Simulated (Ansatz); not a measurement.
**CH₂B₂ClF: a ladder of functionals and wavefunction methods**

Aim: compute CH₂B₂ClF with functionals from several rungs and with coupled cluster, and see how far each lands from CCSD(T) at the basis-set limit for the atomisation energy.

Computed with Ansatz 0.2.0, Gaussian basis. Level: functionals in def2-TZVPP, the program's frozen cores in correlated methods.

The runs, in order: LDA (SPW92), PBE-D4, revPBE-D4, BLYP-D4, r2SCAN-D4, B97M-V, PBE0-D4, B3LYP-D4, r2SCANh-D4, r2SCAN0-D4, HSE06-D4, BHLYP-D4, CAM-B3LYP-D4, LC-ωPBE, ωB97X-V, ωB97M-V, B2PLYP, PBE-QIDH; CCSD(T)/def2-SVP; CCSD(T)/def2-TZVPP; MP2/def2-QZVPP; extrapolation to the limit; RPA on PBE.

## 1. The relaxed structure

All runs share one geometry, relaxed beforehand with PBE0-D4 in a triple-zeta def2 set.

SMILES `FB1CB1Cl`, 7 atoms, charge 0, spin multiplicity 1.

Atoms are counted from 1 here; the program's logs count them from 0.

Bond lengths: F1–B2 1.304 Å, B2–C3 1.632 Å, B2–B4 1.554 Å, C3–B4 1.499 Å, C3–H6 1.088 Å, C3–H7 1.107 Å, B4–Cl5 1.730 Å. Angles: F1–B2–C3 130.8°, F1–B2–B4 171.0°, C3–B2–B4 56.1°, B2–C3–B4 59.3°, B2–C3–H6 153.2°, B2–C3–H7 77.6°, B4–C3–H6 127.9°, B4–C3–H7 121.7°, H6–C3–H7 108.6°, B2–B4–C3 64.6°, B2–B4–Cl5 151.3°, C3–B4–Cl5 132.3°.

As a file:

```xyz
7
charge 0, multiplicity 1
F    -0.5709   -2.1364    0.4343
B    -0.4788   -0.9186   -0.0222
C     0.5540    0.2870    0.3548
B    -0.4066    0.4324   -0.7866
Cl   -1.1632    1.8134   -1.5036
H     0.9391    1.0681    1.0072
H     1.1877   -0.6138    0.4703
```

## 2. LDA

This LDA is Slater exchange with PW92 correlation.

The input, in.yaml:

```yaml
crystal:
  periodic: [false, false, false]
  atoms:
    - {symbol: F, position_ang: [-0.570929, -2.136388, 0.434292]}
    - {symbol: B, position_ang: [-0.478789, -0.918640, -0.022168]}
    - {symbol: C, position_ang: [0.553996, 0.286979, 0.354824]}
    - {symbol: B, position_ang: [-0.406615, 0.432407, -0.786587]}
    - {symbol: Cl, position_ang: [-1.163158, 1.813391, -1.503557]}
    - {symbol: H, position_ang: [0.939125, 1.068082, 1.007162]}
    - {symbol: H, position_ang: [1.187669, -0.613831, 0.470334]}
basis:
  gaussian: {orbitals: def2-TZVPP}
hamiltonian: {xc: lda}
output: {orbitals: {seedname: orbitals}}
```

Run with:

```bash
$ ansatz run in.yaml --threads 2 --pin off --events-out ev --progress --plain --max-ram 4352MiB
```

After this run come: PBE-D4 (GGA); revPBE-D4 (GGA); BLYP-D4 (GGA); r2SCAN-D4 (meta-GGA); B97M-V (meta-GGA); PBE0-D4 (hybrid); B3LYP-D4 (hybrid); r2SCANh-D4 (hybrid); r2SCAN0-D4 (hybrid); HSE06-D4 (hybrid); BHLYP-D4 (hybrid); CAM-B3LYP-D4 (range-separated); LC-ωPBE (range-separated); ωB97X-V (range-separated); ωB97M-V (range-separated); B2PLYP (double hybrid); PBE-QIDH (double hybrid); CCSD(T) in def2-SVP; CCSD(T) in def2-TZVPP; MP2 in def2-QZVPP; RPA on PBE orbitals.

Q: Predict the results of all the runs planned. Wanted: atomisation energy, CCSD(T)/CBS; farthest beyond LDA; mean size of error, GGA; mean size of error, meta-GGA; mean size of error, hybrid; mean size of error, range-separated; mean size of error, double hybrid; gap, smallest and largest; T1 diagnostic.

**Answer**, as computed:

| quantity | value |
| --- | --- |
| atomisation energy, CCSD(T)/CBS | 662.2 kcal/mol |
| functionals within 3.3 kcal/mol (0.5 %) | B2PLYP |
| farthest beyond LDA | PBE-D4 (+34.5 kcal/mol) |
| mean size of error, GGA | 17.6 kcal/mol |
| mean size of error, meta-GGA | 18.8 kcal/mol |
| mean size of error, hybrid | 13.0 kcal/mol |
| mean size of error, range-separated | 9.4 kcal/mol |
| mean size of error, double hybrid | 5.5 kcal/mol |
| gap, smallest and largest | 3.41 eV (LDA (SPW92)), 10.75 eV (LC-ωPBE) |
| T1 diagnostic | 0.0134 |
| triples share of the correlation energy | 4.1 % |

What this shows: LDA overbinds by 122.2 kcal/mol (18 %). PBE-D4 misses by +34.5 kcal/mol. Double hybrids carry the basis error of their MP2 part in triple zeta, and no dispersion term here, so their miss is partly the set-up's. By mean error the best rung here is double hybrid (5.5 kcal/mol) and the worst beyond LDA is meta-GGA (18.8 kcal/mol). The reference freezes the cores and leaves out relativity and excitations past (T), so misses under about 3.3 kcal/mol can't be ranked. Hartree-Fock recovers 75 % of the binding; the rest is correlation. CCSD(T) in def2-SVP is off by -25.3 kcal/mol, so the small basis spoils what the method gains. Orbital gaps span 3.4 to 10.8 eV; exact exchange widens them.
